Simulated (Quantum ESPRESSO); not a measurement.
## TiH5: work function with PBE

Sheet: TiH5, a sheet with vacuum.

```xyz
6
Lattice="3.0575 0.0000 0.0000 -1.5288 2.6479 0.0000 0.0000 0.0000 30.8868" Properties=species:S:1:pos:R:3 pbc="T T T"
Ti    1.5288    0.8826    8.5000
H     0.0000    1.7653    9.5764
H     0.0000    1.7653    7.4236
H     1.5288    0.8826    6.7271
H     1.5288    0.8826   10.2729
H     0.0000    0.0000    8.5000
```

The cell was built by a generator and needn't be a form met in nature.

```json
{"Program": "Quantum ESPRESSO 7.5", "Task": "work function", "Functional": "PBE", "Potentials or basis": "PseudoDojo 0.5 SR PBE stringent", "Cutoff": "1143 eV", "Density cutoff": "4572 eV", "k mesh": "10 × 10 × 1", "Occupations": "fermi-dirac, width 0.05 eV", "Spin": "no spin polarisation", "Boundary across the vacuum": "none", "Mixing mode": "local-TF", "Mixing beta": "0.3", "Most SCF iterations": "150", "SCF threshold": "6e-09 Ry"}
```

* Largest force: 0.007 eV/Å
* Band gap on the k mesh: none (metal or under the smearing width)
* Work function of the upper face: 6.06 eV
* Work function of the lower face: 6.06 eV

Forces on the atoms (eV/Å):
```
Ti   0.000  0.000  0.000
H    0.000  0.000 -0.007
H    0.000  0.000  0.007
H    0.000  0.000 -0.003
H    0.000  0.000  0.003
H    0.000  0.000  0.000
```

Levels at points of the mesh, in eV from the Fermi level:
| k point | band 5 | band 6 | band 7 | band 8 | band 9 | band 10 | band 11 | band 12 | band 13 | band 14 |
| --- | --- | --- | --- | --- | --- | --- | --- | --- | --- | --- |
| (0.00, 0.00, 0.00) | -9.06 | -5.11 | -3.89 | 0.45 | 0.45 | 2.26 | 2.26 | 3.37 | 3.45 | 4.42 |
| (0.00, -0.50, 0.00) | -5.35 | -4.59 | -3.31 | -2.24 | -0.68 | 1.76 | 2.85 | 4.20 | 4.68 | 6.22 |
| (-0.50, 0.00, 0.00) | -5.35 | -4.59 | -3.31 | -2.24 | -0.68 | 1.76 | 2.85 | 4.20 | 4.68 | 6.22 |

Wall time 3.2 min on 2 MPI ranks on Arm Neoverse V2, with other jobs on the host, peak memory 0.74 GiB a rank.
